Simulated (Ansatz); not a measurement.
# BGeH3O2: up Jacob's ladder to CCSD(T)

One table from this session's results is given with a row withheld; the runs are named, their logs left out.

The runs use Ansatz 0.2.0, Gaussian basis; functionals in def2-TZVPP, the program's frozen cores in correlated methods.

Levels to be run: LDA (SPW92), PBE-D4, revPBE-D4, BLYP-D4, r2SCAN-D4, B97M-V, PBE0-D4, B3LYP-D4, r2SCANh-D4, r2SCAN0-D4, HSE06-D4, BHLYP-D4, CAM-B3LYP-D4, LC-ωPBE, ωB97X-V, ωB97M-V, B2PLYP, PBE-QIDH; CCSD(T)/def2-SVP; CCSD(T)/def2-TZVPP; MP2/def2-QZVPP; extrapolation to the limit; RPA on PBE.

## Structure used throughout

An earlier PBE0-D4 in a triple-zeta def2 set relaxation fixed the geometry.

SMILES `[OH][GeH]1[BH][O]1`, 7 atoms, charge 0, spin multiplicity 1.

Atoms are counted from 1 here; the program's logs count them from 0.

Bond lengths: O1–Ge2 1.774 Å, O1–H5 0.961 Å, Ge2–B3 2.048 Å, Ge2–O4 2.062 Å, Ge2–H6 1.546 Å, B3–O4 1.281 Å, B3–H7 1.189 Å. Angles: Ge2–O1–H5 113.2°, O1–Ge2–B3 115.8°, O1–Ge2–O4 105.2°, O1–Ge2–H6 106.5°, B3–Ge2–O4 36.3°, B3–Ge2–H6 122.8°, O4–Ge2–H6 97.8°, Ge2–B3–O4 72.5°, Ge2–B3–H7 144.8°, O4–B3–H7 142.7°, Ge2–O4–B3 71.2°.

As a file:

| atom | x (Å) | y (Å) | z (Å) |
| --- | --- | --- | --- |
| O1 | -1.0329 | 0.6374 | -1.3564 |
| Ge2 | 0.1398 | 0.6949 | -0.0266 |
| B3 | 1.1750 | -1.0367 | 0.3244 |
| O4 | 0.0252 | -1.1561 | 0.8753 |
| H5 | -1.9205 | 0.8900 | -1.0898 |
| H6 | -0.5181 | 1.5205 | 1.1034 |
| H7 | 2.1926 | -1.6180 | 0.1240 |

The first run:

Contents of in.yaml:

```yaml
crystal:
  periodic: [false, false, false]
  atoms:
    - {symbol: O, position_ang: [-1.032902, 0.637421, -1.356364]}
    - {symbol: Ge, position_ang: [0.139805, 0.694859, -0.026596]}
    - {symbol: B, position_ang: [1.175013, -1.036666, 0.324411]}
    - {symbol: O, position_ang: [0.025213, -1.156101, 0.875340]}
    - {symbol: H, position_ang: [-1.920478, 0.889968, -1.089832]}
    - {symbol: H, position_ang: [-0.518100, 1.520508, 1.103370]}
    - {symbol: H, position_ang: [2.192648, -1.617991, 0.123971]}
basis:
  gaussian: {orbitals: def2-TZVPP}
hamiltonian: {xc: lda}
output: {orbitals: {seedname: orbitals}}
```

Run with:

```bash
> ansatz run in.yaml --threads 2 --pin off --events-out ev --progress --plain --max-ram 4352MiB
```

Among the steps run: LDA; PBE-D4 (GGA); revPBE-D4 (GGA); BLYP-D4 (GGA); r2SCAN-D4 (meta-GGA); B97M-V (meta-GGA); PBE0-D4 (hybrid); B3LYP-D4 (hybrid); r2SCANh-D4 (hybrid); r2SCAN0-D4 (hybrid); HSE06-D4 (hybrid); BHLYP-D4 (hybrid); CAM-B3LYP-D4 (range-separated); LC-ωPBE (range-separated); ωB97X-V (range-separated); ωB97M-V (range-separated); B2PLYP (double hybrid); PBE-QIDH (double hybrid).

One table of the session follows, with a row left open; its other results are not shown here.

It belongs to the step «Orbital energies across the functionals». 

| functional | HOMO (eV) | gap (eV) |
| --- | --- | --- |
| LDA (SPW92) | -6.20 | 3.96 |
| PBE-D4 | ? | ? |
| revPBE-D4 | -5.98 | 4.02 |
| BLYP-D4 | -5.94 | 3.98 |
| r2SCAN-D4 | -6.27 | 4.36 |
| B97M-V | -6.29 | 4.37 |
| PBE0-D4 | -7.12 | 5.87 |
| B3LYP-D4 | -6.97 | 5.47 |
| r2SCANh-D4 | -6.67 | 5.06 |
| r2SCAN0-D4 | -7.28 | 6.10 |
| HSE06-D4 | -6.73 | 5.10 |
| BHLYP-D4 | -8.13 | 7.72 |
| CAM-B3LYP-D4 | -8.40 | 8.15 |
| LC-ωPBE | -9.61 | 10.48 |
| ωB97X-V | -9.31 | 10.09 |
| ωB97M-V | -9.20 | 9.86 |

Estimate the missing values for PBE-D4.

The run gave: HOMO (eV): -6.04; gap (eV): 4.00. In the column «HOMO (eV)» it lies between LDA (SPW92) (-6.20) and revPBE-D4 (-5.98).
